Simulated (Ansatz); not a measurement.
# CH4AlNO: the cost of one run

Method: the settings change from run to run; program: Ansatz 0.2.0, Gaussian basis.

### Step 1. The geometry

The structure was relaxed beforehand with PBE0-D4 in a triple-zeta def2 set.

SMILES `N=[CH][AlH][OH]`, 8 atoms, charge 0, spin multiplicity 1.

Atoms are counted from 1 here; the program's logs count them from 0.

Bond lengths: N1–C2 1.275 Å, N1–H5 1.024 Å, C2–Al3 1.974 Å, C2–H6 1.099 Å, Al3–O4 1.695 Å, Al3–H7 1.584 Å, O4–H8 0.955 Å. Angles: C2–N1–H5 111.0°, N1–C2–Al3 121.7°, N1–C2–H6 114.6°, Al3–C2–H6 123.7°, C2–Al3–O4 109.8°, C2–Al3–H7 128.2°, O4–Al3–H7 122.0°, Al3–O4–H8 125.4°.

### Step 2. wB97/aug-pcseg-2

Options: atoms shaken by 0.08 Å.

Contents of in.yaml:

```yaml
crystal:
  periodic: [false, false, false]
  atoms:
    - {symbol: N, position_ang: [-1.373790, 1.377491, 0.328171]}
    - {symbol: C, position_ang: [0.016015, 1.468162, 0.213301]}
    - {symbol: Al, position_ang: [0.848871, -0.532343, -0.188751]}
    - {symbol: O, position_ang: [-0.307742, -1.624661, -0.091694]}
    - {symbol: H, position_ang: [-1.743904, 0.527519, 0.069423]}
    - {symbol: H, position_ang: [0.548075, 2.171863, 0.183729]}
    - {symbol: H, position_ang: [2.195989, -0.759479, -0.297043]}
    - {symbol: H, position_ang: [-0.312773, -2.752753, -0.342446]}
basis:
  gaussian: {orbitals: aug-pcseg-2}
hamiltonian: {xc: {name: wB97}}
```

Run with:

```sh
> ansatz run in.yaml --threads 2 --pin off --events-out ev --progress --plain --max-ram 4352MiB
```

**Question.** How long does this run take on 2 threads of Arm Neoverse V2, shared host, and how much memory does it need?

About 12 s, with a peak of 0.7 GiB.
